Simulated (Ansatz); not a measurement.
# Si3S2: the cost of one run

Method: DFT PBE, scalar-relativistic, plane waves, PAW, in Ansatz 0.2.0.

3 further runs of the same task are left out: 2 that didn't finish, 1 set aside as unsound or not needed.

### Step 1. The structure to begin with

Symmetry: R-3m, No. 166, trigonal system. The conventional cell has a = 3.555 Å, b = 3.555 Å, c = 24.573 Å, α = 90.00°, β = 90.00°, γ = 120.00°. Around Si (site symmetry -3m) lie 6 S at 2.64 Å. Si (site symmetry 3m) has 3 S at 2.45 Å as nearest neighbours. S (site symmetry 3m) is surrounded by 6 Si at 2.45 to 2.64 Å.

As a file:

```cif
data_structure
_symmetry_space_group_name_H-M 'R-3m:H'
_symmetry_Int_Tables_number 166
_cell_length_a 3.5551
_cell_length_b 3.5551
_cell_length_c 24.5726
_cell_angle_alpha 90.000
_cell_angle_beta 90.000
_cell_angle_gamma 120.000
_cell_volume 268.96
loop_
_atom_site_label
_atom_site_type_symbol
_atom_site_symmetry_multiplicity
_atom_site_Wyckoff_symbol
_atom_site_fract_x
_atom_site_fract_y
_atom_site_fract_z
_atom_site_occupancy
Si1 Si 3 a 0.00000 0.00000 0.00000 1
Si2 Si 6 c 0.33333 0.66667 0.87837 1
S1 S 6 c 0.66667 0.33333 0.73413 1
```

The cell is invented: species swapped into a database cell of Bi2Se3 (R-3m, No. 166), with S on the Bi sites and Si on the Se sites. Lengths come from tabulated atomic sizes and are only a guess.

### Step 2. A first look at the guess

input.yaml

```yaml
crystal:
  lattice:
    - [1.77755957, 1.0262745, 8.19087514]
    - [-1.77755957, 1.0262745, 8.19087514]
    - [0.0, -2.05254899, 8.19087514]
  atoms:
    - { symbol: Si, position: [0.0, 0.0, 0.0] }
    - { symbol: Si, position: [0.21170001, 0.21170001, 0.21170001] }
    - { symbol: Si, position: [0.78829999, 0.78829999, 0.78829999] }
    - { symbol: S, position: [0.40079999, 0.40079999, 0.40079999] }
    - { symbol: S, position: [0.59920001, 0.59920001, 0.59920001] }
basis:
  ecutwfc: 420
kpoints:
  mp_grid: { grid: [6, 6, 6] }
hamiltonian:
  xc: pbe
scf:
  occupations: { method: gaussian, width: 0.1 }
  lower_state_search: "off"
output:
  forces: true
  stress: true
  eigenvalues: true
```

Launch:

```
$ ansatz run input.yaml --threads 1 --pin off --max-ram 2560MiB --backend cpu --events-out ev --progress --plain --runs-dir out
```

Q: Estimate wall time and peak memory on 1 thread of AMD EPYC (Zen 3), shared host.

About 6.9 s, with a peak of 0.36 GiB.
